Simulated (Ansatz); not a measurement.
# BAsH₆ (SMILES [BH3-][AsH3+]): single points off equilibrium

One table from this session's results is given with a row withheld; the runs are named, their logs left out.

Computed with Ansatz 0.2.0, Gaussian basis. Level: single points in def2-TZVPP.

Cores are frozen in the correlated methods. Filled d shells of the heavier atoms are correlated. B3LYP uses VWN-RPA correlation.

**Where the work starts**

SMILES `[BH3-][AsH3+]`, 8 atoms, charge 0, spin multiplicity 1.

Atoms are counted from 1 here; the program's logs count them from 0.

Bond lengths: B1–As2 2.103 Å, B1–H3 1.188 Å, B1–H4 1.188 Å, B1–H5 1.122 Å, As2–H6 1.461 Å, As2–H7 1.412 Å, As2–H8 1.420 Å. Angles: As2–B1–H3 100.5°, As2–B1–H4 99.6°, As2–B1–H5 105.7°, H3–B1–H4 114.3°, H3–B1–H5 121.1°, H4–B1–H5 112.0°, B1–As2–H6 119.2°, B1–As2–H7 124.0°, B1–As2–H8 121.3°, H6–As2–H7 98.5°, H6–As2–H8 95.0°, H7–As2–H8 91.8°.

Coordinates:

```mol
AsBH6
  3D, bonds by distance, orders not assigned

  8  7  0  0  0  0  0  0  0  0999 V2000
   -0.6442    0.2390   -1.0527 B   0  0
    0.4518   -0.1246    0.7053 As  0  0
   -1.7208   -0.1362   -0.7171 H   0  0
   -0.0797   -0.4971   -1.7947 H   0  0
   -0.4600    1.3161   -1.3080 H   0  0
    0.1011    0.5969    1.9258 H   0  0
    0.6422   -1.4058    1.2664 H   0  0
    1.8393    0.1657    0.7837 H   0  0
  1  2  8  0
  1  3  8  0
  1  4  8  0
  1  5  8  0
  2  6  8  0
  2  7  8  0
  2  8  8  0
M  END
```

The first run:

Input file run/in.yaml:

```yaml
crystal:
  periodic: [false, false, false]
  atoms:
    - {symbol: B, position_ang: [-0.644200, 0.239000, -1.052700]}
    - {symbol: As, position_ang: [0.451800, -0.124600, 0.705300]}
    - {symbol: H, position_ang: [-1.720800, -0.136200, -0.717100]}
    - {symbol: H, position_ang: [-0.079700, -0.497100, -1.794700]}
    - {symbol: H, position_ang: [-0.460000, 1.316100, -1.308000]}
    - {symbol: H, position_ang: [0.101100, 0.596900, 1.925800]}
    - {symbol: H, position_ang: [0.642200, -1.405800, 1.266400]}
    - {symbol: H, position_ang: [1.839300, 0.165700, 0.783700]}
basis:
  gaussian: {orbitals: def2-TZVPP}
correlation: {method: ccsd_t}
output: {forces: true}
```

No record of the launch command was kept for these runs.

Among the steps run: CCSD(T)/def2-TZVPP; PBE0-D4/def2-TZVPP; wB97M-V/def2-TZVPP; r2SCAN-D4/def2-TZVPP; PBE-D4/def2-TZVPP; B3LYP-D4/def2-TZVPP; r2SCAN0-D4/def2-TZVPP.

One of the session's tables, all rows but one given; the rest of the session is left out.

| method | RMS force component (eV/Å) | angle to CCSD(T) forces (°) | dipole (D) |
| --- | --- | --- | --- |
| CCSD(T) | 1.026 | reference | 3.91 |
| PBE0-D4 | 1.105 | 4.6 | 3.83 |
| wB97M-V | 1.014 | 2.7 | 3.84 |
| r2SCAN-D4 | 1.077 | 4.3 | 3.79 |
| PBE-D4 | ? | ? | ? |
| B3LYP-D4 | 1.052 | 4.9 | 3.74 |
| r2SCAN0-D4 | 1.029 | 2.9 | 3.85 |

Q: Estimate the row for PBE-D4 from the others.

The run gave: RMS force component (eV/Å): 1.190; angle to CCSD(T) forces (°): 7.9; dipole (D): 3.74. In the column «RMS force component (eV/Å)» it is the highest.
